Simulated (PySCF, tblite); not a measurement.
**C₃H₁₄AsNSi₂: geometry, infrared bands and NMR shifts**

Wanted: the infrared bands and NMR shifts of C₃H₁₄AsNSi₂ (`CN(C)[SiH2][As](C)[SiH3]`), by calculation.

Computed with tblite 0.8.0 and PySCF 2.14.0, with density-fitted response routines of our own, on a single molecule in the gas phase. Atoms count from 0, in the outputs and in this text.

## Step 1: Starting geometry

21 atoms, charge 0, multiplicity 1; geometry from: force field or distance geometry start.

Bonds of the start (Å): C0–N1 1.46, N1–C2 1.45, N1–Si3 1.81, Si3–As4 2.32, As4–C5 1.97, As4–Si6 2.31, C0–H7 1.12, C0–H8 1.11, C0–H9 1.11, C2–H10 1.10, C2–H11 1.12, C2–H12 1.12, Si3–H13 1.46, Si3–H14 1.48, C5–H15 1.12, C5–H16 1.11, C5–H17 1.11, Si6–H18 1.47, Si6–H19 1.48, Si6–H20 1.46.

## Step 2: Relaxing the molecule with GFN2-xTB

Job settings and geometry (Å):

```
{"job": {"kind": "relax", "xc": "GFN2-xTB", "basis": "xTB"}, "charge": 0, "multiplicity": 1}
C     -2.617600     0.001200     0.898700
N     -1.533200    -0.438100     0.024100
C     -2.013700    -0.674700    -1.326100
Si    -0.238000     0.828900    -0.002900
As     1.632400     0.007100    -1.101900
C      2.832900     1.357200    -0.322400
Si     2.065400    -1.553000     0.548800
H     -3.069800     0.959100     0.536600
H     -3.413200    -0.777600     0.942800
H     -2.263300     0.149500     1.942900
H     -1.203800    -1.043700    -1.980300
H     -2.812600    -1.459800    -1.320400
H     -2.453500     0.259400    -1.761500
H     -0.725700     2.028200    -0.676700
H      0.133100     1.175400     1.387700
H      2.672900     1.444800     0.786900
H      2.646500     2.345200    -0.791100
H      3.889200     1.057800    -0.509100
H      1.060800    -2.625300     0.484500
H      1.997400    -0.911600     1.879300
H      3.404900    -2.113100     0.359600
```

Launch:

```console
OMP_NUM_THREADS=1 python probes_run.py task.json out
```

This one command runs all jobs of the session in turn.

The program printed:

```text
step      E/eV     max force
  0    -607.48904    1.592
  1    -607.60054    0.877
  2    -607.65538    0.424
  3    -607.67109    0.307
  4    -607.69666    0.338
  5    -607.71209    0.329
  6    -607.73278    0.375
  7    -607.74462    0.376
  8    -607.75525    0.321
  9    -607.76418    0.267
 10    -607.77427    0.229
 11    -607.78467    0.283
 12    -607.79499    0.278
 13    -607.80411    0.268
 14    -607.81093    0.248
 15    -607.81595    0.158
 16    -607.82064    0.226
 17    -607.82486    0.200
 18    -607.82837    0.179
 19    -607.83156    0.181
 20    -607.83477    0.184
 21    -607.83797    0.169
 22    -607.84070    0.131
 23    -607.84235    0.082
 24    -607.84331    0.068
 25    -607.84422    0.067
 26    -607.84532    0.098
 27    -607.84692    0.118
 28    -607.84914    0.135
 29    -607.85160    0.146
 30    -607.85364    0.108
 31    -607.85513    0.079
 32    -607.85658    0.088
 33    -607.85854    0.103
 34    -607.86082    0.126
 35    -607.86284    0.113
 36    -607.86438    0.103
 37    -607.86571    0.109
 38    -607.86720    0.092
 39    -607.86880    0.095
 40    -607.87012    0.085
 41    -607.87109    0.090
 42    -607.87192    0.095
 43    -607.87289    0.096
 44    -607.87412    0.061
 45    -607.87468    0.053
 46    -607.87518    0.052
 47    -607.87564    0.051
 48    -607.87607    0.048
 49    -607.87636    0.041
 50    -607.87659    0.040
 51    -607.87684    0.039
 52    -607.87709    0.036
 53    -607.87725    0.036
 54    -607.87735    0.033
 55    -607.87746    0.029
 56    -607.87766    0.049
 57    -607.87801    0.063
 58    -607.87851    0.066
 59    -607.87904    0.046
 60    -607.87946    0.049
 61    -607.87982    0.039
 62    -607.88015    0.042
 63    -607.88040    0.037
 64    -607.88055    0.024
 65    -607.88068    0.024
 66    -607.88082    0.031
 67    -607.88101    0.038
 68    -607.88119    0.028
 69    -607.88131    0.021
 70    -607.88138    0.020
 71    -607.88146    0.029
 72    -607.88157    0.029
 73    -607.88171    0.029
 74    -607.88188    0.028
 75    -607.88206    0.029
 76    -607.88228    0.047
 77    -607.88253    0.051
 78    -607.88276    0.036
 79    -607.88294    0.031
 80    -607.88310    0.028
 81    -607.88327    0.026
 82    -607.88348    0.030
 83    -607.88374    0.030
 84    -607.88400    0.034
 85    -607.88427    0.037
 86    -607.88461    0.049
 87    -607.88508    0.052
 88    -607.88568    0.052
 89    -607.88635    0.067
 90    -607.88704    0.061
 91    -607.88770    0.054
 92    -607.88824    0.048
 93    -607.88865    0.039
 94    -607.88891    0.037
 95    -607.88910    0.033
 96    -607.88926    0.040
 97    -607.88945    0.034
 98    -607.88970    0.032
 99    -607.89015    0.031
100    -607.89038    0.037
101    -607.89059    0.030
102    -607.89074    0.022
103    -607.89089    0.024
104    -607.89105    0.025
105    -607.89121    0.026
106    -607.89137    0.032
107    -607.89153    0.029
108    -607.89166    0.021
109    -607.89174    0.022
110    -607.89181    0.019
111    -607.89187    0.017
112    -607.89193    0.019
113    -607.89198    0.014
114    -607.89201    0.015
115    -607.89205    0.017
116    -607.89209    0.020
117    -607.89216    0.019
118    -607.89222    0.019
119    -607.89228    0.020
120    -607.89233    0.017
121    -607.89239    0.020
122    -607.89244    0.016
123    -607.89247    0.014
124    -607.89250    0.011
125    -607.89252    0.012
126    -607.89255    0.016
127    -607.89259    0.016
128    -607.89264    0.013
129    -607.89269    0.015
130    -607.89273    0.019
131    -607.89277    0.016
132    -607.89281    0.012
133    -607.89284    0.010
134    -607.89287    0.010
```

It took 2.3 s on 1 thread of Arm Neoverse N1, shared host.

Step by step: (not every step is listed)

```csv
step,energy from step 0 (eV),largest force (eV/Å)
0,0.0000,1.5916
1,-0.1115,0.8765
2,-0.1663,0.4244
3,-0.1821,0.3072
4,-0.2076,0.3379
5,-0.2230,0.3293
6,-0.2437,0.3753
7,-0.2556,0.3760
8,-0.2662,0.3210
20,-0.3457,0.1837
32,-0.3675,0.0876
44,-0.3851,0.0612
56,-0.3886,0.0489
68,-0.3921,0.0276
80,-0.3941,0.0280
92,-0.3992,0.0483
104,-0.4020,0.0252
116,-0.4031,0.0202
128,-0.4036,0.0130
129,-0.4036,0.0154
130,-0.4037,0.0187
131,-0.4037,0.0157
132,-0.4038,0.0120
133,-0.4038,0.0105
134,-0.4038,0.0098
```

Distances of close pairs at the start and the end, largest changes first:

```csv
bond,before (Å),after (Å),change (Å)
N1–Si3,1.812,1.722,-0.090
C5–H15,1.124,1.090,-0.034
Si3–H13,1.460,1.488,+0.029
C0–H9,1.113,1.086,-0.027
C2–H11,1.120,1.095,-0.026
C0–N1,1.461,1.438,-0.023
C5–H17,1.114,1.091,-0.023
C0–H7,1.119,1.097,-0.022
```

The end geometry stands in the next job.

## Step 3: Harmonic vibrations with GFN2-xTB

Job settings and geometry (Å):

```
{"job": {"kind": "ir", "xc": "GFN2-xTB", "basis": "xTB"}, "charge": 0, "multiplicity": 1}
C     -2.816903     0.246542     0.742033
N     -1.603535    -0.077109     0.042344
C     -1.846536    -0.870399    -1.131617
Si    -0.254042     0.984080     0.172833
As     1.516643     0.129211    -1.047406
C      2.846825     1.395754    -0.316757
Si     2.034328    -1.658645     0.338262
H     -3.479476     0.880112     0.139254
H     -3.358643    -0.669064     0.995666
H     -2.575945     0.777243     1.658246
H     -0.898553    -1.127729    -1.610235
H     -2.359140    -1.797119    -0.855030
H     -2.474629    -0.341457    -1.861137
H     -0.540266     2.371604    -0.282585
H     -0.059287     1.114359     1.631857
H      2.813490     1.435123     0.771756
H      2.656890     2.399584    -0.699723
H      3.854751     1.108596    -0.620016
H      1.046053    -2.737057     0.222452
H      2.154973    -1.317136     1.764360
H      3.334081    -2.229548    -0.055028
```

The program printed:

```text
mode    cm-1     km/mol
  1      39.5      0.19
  2      47.0      0.18
  3      73.7      0.48
  4      93.6      0.30
  5     115.7      0.74
  6     143.7      1.47
  7     147.3      0.78
  8     168.1      2.46
  9     175.8      1.53
 10     191.6      0.11
 11     256.6      3.59
 12     262.8      2.46
 13     360.0      2.02
 14     390.1      8.43
 15     410.5      8.28
 16     442.0     40.92
 17     452.4     28.26
 18     477.3     22.02
 19     567.2     28.91
 20     584.6     33.84
 21     680.3     92.48
 22     736.7    469.03
 23     784.0    561.54
 24     797.1    202.55
 25     813.1     60.99
 26     819.0    109.71
 27     825.5     31.72
 28     841.2    275.70
 29    1035.5    100.14
 30    1056.6      2.93
 31    1087.6      1.07
 32    1126.7      5.09
 33    1212.2     55.62
 34    1301.3     68.71
 35    1321.9      2.66
 36    1415.4      1.67
 37    1427.2      0.22
 38    1467.9      0.79
 39    1471.1      0.19
 40    1474.4      4.40
 41    1490.1      3.46
 42    1500.6      6.46
 43    1510.0      1.85
 44    2024.3    439.26
 45    2118.9    188.23
 46    2165.8    404.78
 47    2177.0    310.08
 48    2212.1    311.17
 49    2874.5     62.07
 50    2887.8     82.09
 51    2939.8     32.80
 52    2948.6     69.88
 53    2956.9     60.74
 54    2965.6     48.37
 55    2969.5     45.63
 56    2977.8     17.13
 57    3044.2     28.04
```

Wall time 1.9 s (1 thread of Arm Neoverse N1, shared host).

Which atoms move in the most intense modes:

```
cm⁻¹  km/mol                         atoms
 737   469.0  Si3 27 %, H14 24 %, H13 20 %
 784   561.5  H19 33 %, H18 31 %, H20 12 %
 797   202.6            H18 50 %, H20 36 %
 841   275.7            H14 44 %, H13 43 %
2024   439.3                      H13 93 %
2166   404.8                      H20 91 %
2177   310.1                      H19 90 %
2212   311.2                      H18 97 %
```

## Step 4: Nuclear shieldings: PBE0/pcSseg-1

The job, as its differences from that of step 3:

```diff
@@ -1,2 +1,2 @@
-{"job": {"kind": "ir", "xc": "GFN2-xTB", "basis": "xTB"}, "charge": 0, "multiplicity": 1}
+{"job": {"kind": "nmr", "xc": "PBE0", "basis": "pcSseg-1"}, "charge": 0, "multiplicity": 1}
 C     -2.816903     0.246542     0.742033
```

Method: GIAO PBE0/pcSseg-1 NMR shielding, non-relativistic, gas phase.

The program printed:

```text
coarse grid: 75424 points
cycle   1  E = -2991.3124428975  dE = -4.471e-01  |g| = 7.636e-01  |ddm| = 4.095e+00
cycle   2  E = -2991.2940191511  dE =  1.842e-02  |g| = 6.717e-01  |ddm| = 9.226e-01
cycle   3  E = -2991.3563983505  dE = -6.238e-02  |g| = 1.755e-01  |ddm| = 6.929e-01
cycle   4  E = -2991.3628809851  dE = -6.483e-03  |g| = 4.238e-02  |ddm| = 1.905e-01
cycle   5  E = -2991.3631593588  dE = -2.784e-04  |g| = 9.936e-03  |ddm| = 3.769e-02
cycle   6  E = -2991.3631821071  dE = -2.275e-05  |g| = 2.464e-03  |ddm| = 1.188e-02
cycle   7  E = -2991.3631837713  dE = -1.664e-06  |g| = 7.247e-04  |ddm| = 3.293e-03
final grid: 156752 points
cycle   8  E = -2991.3632255509  dE =  1.158e-08  |g| = 9.135e-04  |ddm| = 2.454e-03
cycle   9  E = -2991.3632253502  dE =  2.006e-07  |g| = 1.263e-03  |ddm| = 2.059e-03
cycle  10  E = -2991.3632257696  dE = -4.194e-07  |g| = 1.232e-04  |ddm| = 1.238e-03
cycle  11  E = -2991.3632257729  dE = -3.288e-09  |g| = 1.227e-05  |ddm| = 1.115e-04
cycle  12  E = -2991.3632257730  dE = -4.366e-11  |g| = 4.291e-06  |ddm| = 1.467e-05
converged SCF energy = -2991.3632257730

GIAO shielding tensors (ppm)
atom      isotropic    diamagn.    paramagn.     s11        s22        s33       span
  0 C      144.662     243.189     -98.526    120.095    126.862    187.029     66.934
  1 N      254.561     329.091     -74.529    221.605    256.296    285.782     64.177
  2 C      144.273     246.738    -102.465    125.354    126.470    180.995     55.641
  3 Si     361.153     883.293    -522.140    282.785    342.285    458.390    175.606
  4 As    1923.502    2882.706    -959.205   1739.250   1833.059   2198.195    458.945
  5 C      188.616     247.828     -59.212    180.410    188.867    196.571     16.161
  6 Si     423.695     881.152    -457.457    373.558    417.220    480.307    106.749
  7 H       29.302      28.001       1.301     24.672     26.779     36.456     11.785
  8 H       29.200      28.716       0.484     24.527     26.479     36.593     12.066
  9 H       28.935      29.703      -0.768     24.093     27.212     35.501     11.408
 10 H       28.925      32.474      -3.549     21.877     32.123     32.775     10.898
 11 H       29.290      30.642      -1.352     25.625     26.148     36.096     10.471
 12 H       29.337      29.980      -0.644     25.525     26.226     36.258     10.733
 13 H       26.396      31.401      -5.006     21.976     25.483     31.728      9.753
 14 H       26.690      32.535      -5.845     23.122     26.012     30.935      7.813
 15 H       30.667      30.522       0.146     24.049     28.710     39.242     15.193
 16 H       30.852      29.586       1.266     24.344     27.513     40.698     16.354
 17 H       30.706      28.515       2.191     24.575     27.237     40.306     15.731
 18 H       27.605      30.072      -2.466     23.231     25.961     33.625     10.394
 19 H       27.714      29.936      -2.222     23.875     25.435     33.832      9.957
 20 H       27.585      29.427      -1.842     23.392     24.955     34.409     11.017
```

It took 94 s on 1 thread of Arm Neoverse N1, shared host; peak memory 1.1 GiB.

Shifts follow as δ = σ(reference) − σ, with reference shieldings (ppm) from runs at the same level and on the same kind of geometry: 1H TMS 31.72, 13C TMS 186.9, 29Si TMS 349.2, 15N NH3 267.7, 75As AsH3 1989. The references are single molecules in the gas phase, so shifts against H2O, NH3, PH3, H3PO4 or CFCl3 are not on the usual liquid scales and can be off by tens of ppm. Shifts against hydride references such as AlH4− lie on their own scale. Atoms listed in one row are averaged.

| atoms | environment | σ (ppm) | δ (ppm) |
| --- | --- | --- | --- |
| C0, C2 | methyl carbon bonded to N | 144.5 | 42.5 |
| C5 | methyl carbon bonded to As | 188.6 | -1.7 |
| H13, H14 | hydrogen on a silicon bonded to As, N | 26.54 | 5.17 |
| H18, H19, H20 | hydrogen on a silicon bonded to As | 27.63 | 4.08 |
| H7, H8, H9, H10, H11, H12 | hydrogen on a methyl carbon bonded to N | 29.16 | 2.55 |
| H15, H16, H17 | hydrogen on a methyl carbon bonded to As | 30.74 | 0.98 |
| N1 | nitrogen bonded to 2 C, Si | 254.6 | 13.2 |
| Si3 | silicon bonded to As, N, 2 H | 361.2 | -12.0 |
| Si6 | silicon bonded to As, 3 H | 423.7 | -74.5 |
| As4 | arsenic bonded to C, 2 Si | 1924 | 65 |

Charges from the same density, by scheme (e):

```csv
atoms,Mulliken,IAO,Hirshfeld,ESP fit
"C0, C2",-0.08,-0.29,-0.07,-0.37
N1,-0.79,-0.50,-0.18,-0.21
Si3,0.73,0.67,0.28,0.56
As4,-0.53,-0.01,0.04,-0.27
C5,-0.41,-0.59,-0.16,-0.19
Si6,0.41,0.37,0.23,0.33
```

Mayer bond orders: C0–N1 0.97, N1–C2 0.96, N1–Si3 0.94, Si3–As4 0.89, As4–C5 1.02, As4–Si6 0.91.

## Step 5: Results

| quantity | value |
| --- | --- |
| strongest single infrared mode (GFN2-xTB) | 784 cm⁻¹, 562 km/mol |
| zero-point energy (GFN2-xTB) | 98.4 kcal/mol |
| 13C shifts against TMS (PBE0/pcSseg-1, means over atoms taken as alike) | 42.5, -1.7 ppm |
| 1H shifts against TMS (PBE0/pcSseg-1, means over atoms taken as alike) | 5.17, 4.08, 2.55, 0.98 ppm |
| 15N shifts against NH3 (PBE0/pcSseg-1) | 13.2 ppm |
| 29Si shifts against TMS (PBE0/pcSseg-1) | -12.0, -74.5 ppm |
| 75As shifts against AsH3 (PBE0/pcSseg-1) | 65 ppm |

In words: The optimisation took 134 steps and gained 0.404 eV; among the close pairs (by a distance rule), N1–Si3 changed most, from 1.812 to 1.722 Å. All 57 modes are real, so the xTB geometry is a minimum. The strongest single mode, at 784 cm⁻¹, is carried by H19, H18, H20. Unscaled tight-binding wavenumbers are off by several per cent, some by more. Its intensities can rank the bands wrongly. C0, C2 (mean) (methyl carbon bonded to N) lies farthest downfield among carbon, at 42.5 ppm; pulled downfield by the heteroatom. At PBE0/pcSseg-1: The widest tensor belongs to As4: span 459 ppm, with a paramagnetic part of -959 ppm. Spin-orbit coupling is left out, which matters for shieldings and couplings at and beside the heavy atoms.
